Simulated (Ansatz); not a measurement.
# SnClF: functionals against CCSD(T) at one geometry

One table from this session's results is given with a row withheld; the runs are named, their logs left out.

Computed with Ansatz 0.2.0, Gaussian basis. Level: single points in def2-TZVPP.

Cores are frozen in the correlated methods. Filled d shells of the heavier atoms are correlated. Core potentials replace the inner electrons past krypton, and spin-orbit coupling is left out.

**Where the work starts**

SMILES `[F][Sn][Cl]`, 3 atoms, charge 0, spin multiplicity 1.

Atoms are counted from 1 here; the program's logs count them from 0.

Bond lengths: F1–Sn2 2.079 Å, Sn2–Cl3 2.344 Å. Angles: F1–Sn2–Cl3 99.7°.

As a file:

```
F    -1.48660    0.24900   -0.77200
Sn    0.21950    0.87440    0.23820
Cl    1.26130   -1.19780    0.57490
```

Set-up of the first run:

Contents of run/in.yaml:

```yaml
crystal:
  periodic: [false, false, false]
  atoms:
    - {symbol: F, position_ang: [-1.486600, 0.249000, -0.772000]}
    - {symbol: Sn, position_ang: [0.219500, 0.874400, 0.238200]}
    - {symbol: Cl, position_ang: [1.261300, -1.197800, 0.574900]}
basis:
  gaussian: {orbitals: def2-TZVPP}
correlation: {method: ccsd_t}
output: {forces: true}
```

No record of the launch command was kept for these runs.

Steps of the session up to this table: CCSD(T)/def2-TZVPP; PBE0-D4/def2-TZVPP; wB97M-V/def2-TZVPP; r2SCAN-D4/def2-TZVPP; PBE-D4/def2-TZVPP; SPW92/def2-TZVPP; BLYP-D4/def2-TZVPP.

One of the session's tables, all rows but one given; the rest of the session is left out.

```
   method  RMS force component (eV/Å)  angle to CCSD(T) forces (°)  dipole (D)
  CCSD(T)                       1.056                    reference        3.90
  PBE0-D4                       0.981                          1.7        3.89
  wB97M-V                       1.006                          0.6        3.92
r2SCAN-D4                       0.960                          3.6        3.71
   PBE-D4                       0.783                         14.2        3.63
    SPW92                           ?                            ?           ?
  BLYP-D4                       0.750                         27.5        3.69
```

Estimate the missing values for SPW92.

The run gave: RMS force component (eV/Å): 0.976; angle to CCSD(T) forces (°): 2.9; dipole (D): 3.65. In the column «RMS force component (eV/Å)» it lies between r2SCAN-D4 (0.960) and PBE0-D4 (0.981).
